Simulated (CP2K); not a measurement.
# HfB under changes of volume

One of the cells (12.326 Å³/atom); the others are scaled copies at fixed shape and fractional positions:

```xyz
2
Lattice="3.2668 0.0000 0.0000 1.6334 2.8292 0.0000 1.6334 0.9431 2.6674" Properties=species:S:1:pos:R:3 pbc="T T T"
Hf    3.2668    1.8861    1.3337
B     0.0000    0.0000    0.0000
```

```yaml
Program: CP2K 2026.2
Functional: PBEsol
Potentials_or_basis: POTENTIAL_UZH Hf GTH-PBE-q12, B GTH-PBE-q3; TZVP-MOLOPT-PBE-GTH basis
Density_cutoff: 6123 eV
k_mesh: 10 × 10 × 10
Occupations: fermi-dirac, width 0.0259 eV
Spin: no spin polarisation
```

| volume (Å³/atom) | energy over the lowest point (meV/atom) | pressure (GPa) |
| --- | --- | --- |
| 11.587 | 236.55 | 43.2 |
| 11.833 | 175.45 | 36.5 |
| 12.080 | 124.23 | 30.3 |
| 12.326 | 82.00 | 24.7 |
| 12.573 | 48.14 | 19.6 |
| 12.819 | ? | ? |
| 13.066 | 0.00 | 10.1 |

Problem. What does the run at 12.819 Å³/atom give?

Solution. Energy over the lowest point 19.52 meV/atom; pressure 14.4 GPa.

Worked out: A Birch-Murnaghan fit of order 3 (a polynomial in V^(-2/3)) to the other rows has no minimum within the range. It gives 20.96 meV/atom at 12.819 Å³/atom, against the run's 19.52, and -dE/dV = 15.5 GPa, against 14.4.

Energies are extrapolated to zero smearing.

Caveats: the potentials were made for another functional, which shifts forces and pressure; the basis of atomic orbitals isn't converged, which shifts pressures, moduli and gaps.
